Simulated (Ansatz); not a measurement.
# AlH₅N₂O: Born-Oppenheimer dynamics

The task is to watch the atoms for 60 steps of 0.5 fs, started with velocities for 700 K and run at constant energy, and see to which side of the barrier the system falls.

Computed with Ansatz 0.2.0, Gaussian basis. Level: BHLYP-D4/pcseg-2.

### Step 1. Starting geometry

The start, a first-order saddle point found at PBE0-D4 in triple zeta: 9 atoms, charge 0, spin multiplicity 1.

Atoms are counted from 1 here; the program's logs count them from 0.

Bond lengths: Al1–N2 1.929 Å, Al1–N3 1.699 Å, Al1–H4 1.905 Å, Al1–O5 1.693 Å, N2–H4 1.196 Å, N2–H6 1.011 Å, N2–H7 1.011 Å, N3–H8 1.004 Å, O5–H9 0.955 Å. Angles: N2–Al1–N3 84.9°, N2–Al1–H4 36.3°, N2–Al1–O5 118.4°, N3–Al1–H4 48.5°, N3–Al1–O5 156.7°, H4–Al1–O5 154.8°, Al1–N2–H4 70.8°, Al1–N2–H6 121.5°, Al1–N2–H7 121.5°, H4–N2–H6 114.5°, H4–N2–H7 114.5°, H6–N2–H7 108.8°, Al1–N3–H8 142.1°, Al1–H4–N2 72.9°, Al1–O5–H9 123.7°.

Coordinates:

```
Al   -0.4068    0.0523   -0.5043
N     1.0705    0.3355    0.7029
N    -0.8676   -1.1643    0.5885
H     0.3832   -0.5487    1.1222
O    -0.5171    1.0258   -1.8851
H     2.0116    0.0568    0.4603
H     1.1159    1.1509    1.2989
H    -1.5715   -1.8628    0.7458
H    -1.2185    0.9545   -2.5293
```

### Step 2. The run

Input file md/in.yaml:

```yaml
crystal:
  periodic: [false, false, false]
  atoms:
    - {symbol: Al, position_ang: [-0.406755, 0.052349, -0.504258]}
    - {symbol: N, position_ang: [1.070478, 0.335484, 0.702851]}
    - {symbol: N, position_ang: [-0.867554, -1.164270, 0.588490]}
    - {symbol: H, position_ang: [0.383211, -0.548720, 1.122250]}
    - {symbol: O, position_ang: [-0.517058, 1.025820, -1.885082]}
    - {symbol: H, position_ang: [2.011635, 0.056780, 0.460300]}
    - {symbol: H, position_ang: [1.115913, 1.150904, 1.298901]}
    - {symbol: H, position_ang: [-1.571483, -1.862800, 0.745799]}
    - {symbol: H, position_ang: [-1.218487, 0.954454, -2.529251]}
basis:
  gaussian: {orbitals: pcseg-2}
hamiltonian: {xc: {name: BHLYP}, dispersion: d4}
md: {n_steps: 60, timestep: 0.5, temperature: 700, ensemble: nve, seed: 797, initial_velocities: maxwell_boltzmann}
```

On the command line:

```
> ansatz run in.yaml --threads 4 --pin off --events-out ev --progress --plain --max-ram 9574MiB
```

Q: Predict the outcome of this session. Wanted: temperature at the start; mean temperature, second half; lowest and highest potential energy, from the first frame; largest change of potential + kinetic.

As calculated:

| quantity | value |
| --- | --- |
| length | 60 steps, 30.0 fs |
| temperature at the start | 700 K |
| mean temperature, second half | 513 K |
| lowest and highest potential energy, from the first frame | -2 and 406 meV |
| largest change of potential + kinetic | 8.1 meV |

In words: By the last frame it has moved towards the side where N2–H4 form. With no thermostat the total energy should stay fixed; it holds within 8.1 meV, small beside the kinetic energy, so the time step serves. With 9 atoms the instant temperature spans 261 to 701 K.
